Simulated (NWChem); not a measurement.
# B3H3O3 (SMILES B1OBOBO1): levels of theory compared

Wanted: a comparison of 3 runs (B3LYP/6-31G*, PBE/6-31G*, CCSD(T)/6-31G*) of B3H3O3. 

Program for the calculation: NWChem 7.3.0.

1 further run of the same task is left out (set aside as unsound or not needed).

### Step 1. The structure to begin with

B3H3O3: 9 atoms, total charge 0, spin state singlet. As SMILES, `B1OBOBO1`. Geometry: relaxed at PBE0-D4/def2-TZVP. This is one conformer, not always the lowest.

Bond lengths: B1–O2 1.372 Å, O2–B3 1.372 Å, B3–O4 1.372 Å, O4–B5 1.372 Å, B1–O6 1.372 Å, B5–O6 1.372 Å, B1–H7 1.190 Å, B3–H8 1.190 Å, B5–H9 1.190 Å. Some angles: B1–O2–B3 120.3°, O2–B1–O6 119.7°, O2–B3–O4 119.7°, B3–O4–B5 120.3°, O4–B5–O6 119.7°, B1–O6–B5 120.3°, O2–B1–H7 120.2°, O6–B1–H7 120.2°, O2–B3–H8 120.2°, O4–B3–H8 120.2°.

### Step 2. Energy and gradient at B3LYP/6-31G(d) (spherical functions) (run 1)

The input, b3h3o3.nw:

```
start b3h3o3
title "B3H3O3 gradient"
memory 2200 mb

geometry units angstrom noautosym nocenter noautoz
  B        1.301600       0.115800      -0.424700
  O        0.612800      -1.053500      -0.624800
  B       -0.686900      -1.172700      -0.202300
  O       -1.297400      -0.115400       0.423200
  B       -0.614800       1.056900       0.626900
  O        0.684600       1.168900       0.201600
  H        2.429300       0.216200      -0.792600
  H       -1.281900      -2.188700      -0.377500
  H       -1.147300       1.972500       1.170100
end

basis "ao basis" spherical bse
  * library 6-31G*
end

dft
  xc b3lyp
  grid fine
  convergence energy 1e-08
  iterations 100
  mulliken
  print low
end

task dft gradient
```

On the command line:

```console
$ nwchem b3h3o3.nw > b3h3o3.out
```

Output:

```text
[...]
 d= 0,ls=0.0,diis     1   -302.1813949943 -5.04D+02  1.38D-02  1.07D+00     1.6
[...]
 d= 0,ls=0.0,diis     8   -302.3148977786  4.18D-09  1.23D-06  6.62D-08    10.4
         Total DFT energy =     -302.314897778575
      One electron energy =     -811.737173757658
           Coulomb energy =      347.261186244135
    Exchange-Corr. energy =      -39.340018197832
 Nuclear repulsion energy =      201.501107932780
[...]
      Total Density - Mulliken Population Analysis
     ---------------------------------------------
    Atom       Charge   Shell Charges
 -----------   ------   -------------------------------------------------------
    1 B    5     4.62   2.00  0.56  1.42  0.25  0.26  0.14
    2 O    8     8.34   2.00  0.90  2.97  0.85  1.60  0.02
    3 B    5     4.62   2.00  0.56  1.42  0.25  0.26  0.14
    4 O    8     8.34   2.00  0.90  2.97  0.85  1.60  0.02
    5 B    5     4.62   2.00  0.56  1.42  0.25  0.26  0.14
    6 O    8     8.34   2.00  0.90  2.97  0.85  1.60  0.02
    7 H    1     1.04   0.53  0.51
    8 H    1     1.04   0.53  0.51
    9 H    1     1.04   0.53  0.51
[...]
                         DFT ENERGY GRADIENTS
    atom               coordinates                        gradient
                 x          y          z           x          y          z
   1 B       2.459667   0.218830  -0.802567   -0.004947  -0.000473   0.001585
   2 O       1.158024  -1.990826  -1.180701   -0.001928   0.003382   0.002006
   3 B      -1.298053  -2.216082  -0.382292    0.002571   0.004438   0.000758
   4 O      -2.451730  -0.218074   0.799732    0.004169   0.000396  -0.001343
   5 B      -1.161804   1.997251   1.184669    0.002289  -0.004014  -0.002372
   6 O       1.293706   2.208901   0.380969   -0.002199  -0.003724  -0.000627
   7 H       4.590711   0.408559  -1.497797    0.000407   0.000037  -0.000129
   8 H      -2.422440  -4.136043  -0.713372   -0.000193  -0.000342  -0.000057
   9 H      -2.168083   3.727485   2.211168   -0.000169   0.000300   0.000179
 Task  times  cpu:       13.1s     wall:       13.1s
[...]
```

Run time: 14 s. Hardware: 1 thread of Intel Xeon 6975P-C (Granite Rapids), shared host; peak memory 0.12 GiB.

### Step 3. Energy and forces at PBE/6-31G(d) (spherical functions) (run 2)

The input, run.py:

```python
from ase import Atoms
from ase.calculators.nwchem import NWChem

system = Atoms(['B', 'O', 'B', 'O', 'B', 'O', 'H', 'H', 'H'], positions=[
    [1.301600, 0.115800, -0.424700],
    [0.612800, -1.053500, -0.624800],
    [-0.686900, -1.172700, -0.202300],
    [-1.297400, -0.115400, 0.423200],
    [-0.614800, 1.056900, 0.626900],
    [0.684600, 1.168900, 0.201600],
    [2.429300, 0.216200, -0.792600],
    [-1.281900, -2.188700, -0.377500],
    [-1.147300, 1.972500, 1.170100],
])

calc = NWChem(
    label='b3h3o3',
    theory='dft',
    memory='2200 mb',
    basis='6-31G*',
    basispar='spherical bse',
    dft={'xc': 'xpbe96 cpbe96', 'mult': '1', 'grid': 'fine', 'convergence': 'energy 1e-08', 'iterations': '100', 'mulliken': None},
)
system.calc = calc

forces = system.get_forces()
e = system.get_potential_energy()
print(f"E = {e:.6f} eV")
print("forces (eV/A):")
for s, f in zip(system.symbols, forces):
    print(f"{s:2s} {f[0]:10.5f} {f[1]:10.5f} {f[2]:10.5f}")
print("dipole (e A):", system.get_dipole_moment().round(4))
```

On the command line:

```console
$ export ASE_NWCHEM_COMMAND="nwchem PREFIX.nwi > PREFIX.nwo"
$ python run.py
```

Output:

```text
E = -8215.941651 eV
forces (eV/A):
B     0.22045    0.02617   -0.06865
O     0.31866   -0.55325   -0.32761
B    -0.11452   -0.20271   -0.03569
O    -0.68258   -0.06253    0.22158
B    -0.09580    0.18445    0.10562
O     0.35697    0.60848    0.10434
H     0.22703    0.01975   -0.07446
H    -0.12120   -0.20589   -0.03553
H    -0.10901    0.18553    0.11035
dipole (e A): [ 0.0003  0.0003 -0.0001]
```

The calculator wrote b3h3o3.nwi:

```
title "b3h3o3"

permanent_dir b3h3o3

scratch_dir b3h3o3

start b3h3o3

geometry units angstrom nocenter noautosym noautoz
  B  1.3016000000000001e+00 1.1580000000000000e-01 -4.2470000000000002e-01
  O  6.1280000000000001e-01 -1.0535000000000001e+00 -6.2480000000000002e-01
  B  -6.8689999999999996e-01 -1.1727000000000001e+00 -2.0230000000000001e-01
  O  -1.2974000000000001e+00 -1.1540000000000000e-01 4.2320000000000002e-01
  B  -6.1480000000000001e-01 1.0569000000000000e+00 6.2690000000000001e-01
  O  6.8459999999999999e-01 1.1689000000000001e+00 2.0160000000000000e-01
  H  2.4293000000000000e+00 2.1620000000000000e-01 -7.9259999999999997e-01
  H  -1.2819000000000000e+00 -2.1886999999999999e+00 -3.7750000000000000e-01
  H  -1.1473000000000000e+00 1.9724999999999999e+00 1.1700999999999999e+00
end

memory 2200 mb

basis spherical bse noprint
   * library 6-31G*
end

dft
  xc xpbe96 cpbe96
  mult 1
  grid fine
  convergence energy 1e-08
  iterations 100
  mulliken
end

task dft gradient
```

b3h3o3.nwo:

```text
Northwest Computational Chemistry Package (NWChem) 7.3.0
             --------------------------------------------------------

           Job information
           ---------------

    nwchem branch   = 7.3.0
    use scalapack   = T
    input           = b3h3o3.nwi
    prefix          = b3h3o3.
    data base       = b3h3o3/b3h3o3.db
    status          = startup
    nproc           =        1

           Memory information
           ------------------

    heap     =     72089596 doubles =      550.0 Mbytes
    stack    =     72089601 doubles =      550.0 Mbytes
    global   =    144179200 doubles =     1100.0 Mbytes (distinct from heap & stack)
    total    =    288358397 doubles =     2200.0 Mbytes
    verify   = yes
    hardfail = no

[... 107 lines left out ...]
  convergence criterion.
[... 37 lines left out ...]
          Spatial weights used:  Erf1
[... 86 lines left out ...]
         Total DFT energy =     -301.930289170747
[... 3 lines left out ...]
 Nuclear repulsion energy =      201.501107932780
[... 703 lines left out ...]
          Convergence on gradient requested:  5.00D-04
[... 24 lines left out ...]
          total energy or number of iterations.
[... 26 lines left out ...]
                         DFT ENERGY GRADIENTS

    atom               coordinates                        gradient
                 x          y          z           x          y          z
   1 B       2.459667   0.218830  -0.802567   -0.004287  -0.000509   0.001335
   2 O       1.158024  -1.990826  -1.180701   -0.006197   0.010759   0.006371
   3 B      -1.298053  -2.216082  -0.382292    0.002227   0.003942   0.000694
[... 5 lines of this table left out ...]
   9 H      -2.168083   3.727485   2.211168    0.002120  -0.003608  -0.002146

                 ----------------------------------------
                 |  Time  |  1-e(secs)   |  2-e(secs)   |
                 ----------------------------------------
                 |  CPU   |       0.01   |       1.68   |
                 ----------------------------------------
                 |  WALL  |       0.01   |       1.68   |
                 ----------------------------------------

 Task  times  cpu:       11.8s     wall:       11.8s
 Total times  cpu:       11.8s     wall:       11.8s
```

Wall time 13 s (1 thread of Intel Xeon 6975P-C (Granite Rapids), shared host); peak memory 0.12 GiB.

### Step 4. The energy at CCSD(T)/6-31G(d) (spherical functions) (run 3)

The input, sp.nw:

```
start sp
title "B3H3O3 energy"
memory stack 880 mb heap 220 mb global 1100 mb

geometry noautosym nocenter noautoz
B      1.301600     0.115800    -0.424700
O      0.612800    -1.053500    -0.624800
B     -0.686900    -1.172700    -0.202300
O     -1.297400    -0.115400     0.423200
B     -0.614800     1.056900     0.626900
O      0.684600     1.168900     0.201600
H      2.429300     0.216200    -0.792600
H     -1.281900    -2.188700    -0.377500
H     -1.147300     1.972500     1.170100
end

basis "ao basis" spherical bse
B library 6-31G*
O library 6-31G*
H library 6-31G*
end

scf
thresh 1e-08
maxiter 80
print medium
end

ccsd
freeze core 6
maxiter 60
end

task ccsd(t) energy
```

On the command line:

```console
$ nwchem sp.nw > sp.out
```

Output:

```text
[...]
  functions       =    90
[...]
  wavefunction    = RHF
[...]
         Total SCF energy =   -300.697564011754
      One-electron energy =   -811.407054801935
      Two-electron energy =    309.208382857401
 Nuclear repulsion energy =    201.501107932780
        Time for solution =     10.7s
[...]
 Total MP2 energy:           -301.426036344131205
[...]
             energy      energy      error      ampl     ampl      Block
                                                time     time      time
[...]
 Total CCSD energy:           -301.453792136025754
[...]
 Total CCSD+T(CCSD) energy:           -301.477080513313297
[...]
 Total CCSD(T) energy:                -301.474863423825013
[...]
```

Run time: 2.1 min. Hardware: 1 thread of Intel Xeon 6975P-C (Granite Rapids), shared host; peak memory 0.32 GiB.

### Step 5. Overview of the runs

```tsv
run	level	task	integration grid	energy (Eh)	largest force (eV/Å)	wall time
1	B3LYP/6-31G* (spherical functions)	gradient	fine	-302.314898	0.268	14 s
2	PBE/6-31G* (spherical functions)	gradient	fine	-301.930289	0.720	13 s
3	CCSD(T)/6-31G* (spherical functions)	energy	–	-301.474863	–	2.1 min
```

### Step 6. Summary of results

```
                                          quantity          value
                               run 3: total energy  -301.47486 Eh
        run 3: HOMO energy (Hartree–Fock orbitals)      -13.58 eV
        run 3: LUMO energy (Hartree–Fock orbitals)        3.91 eV
      run 3: HOMO–LUMO gap (Hartree–Fock orbitals)       17.48 eV
run 3: correlation energy (6 core orbitals frozen)     -777.3 mEh
                             run 3: (T) correction     -21.07 mEh
```

Totals of different functionals can't be ranked against each other. All runs together took 2.6 min, the longest 2.1 min.
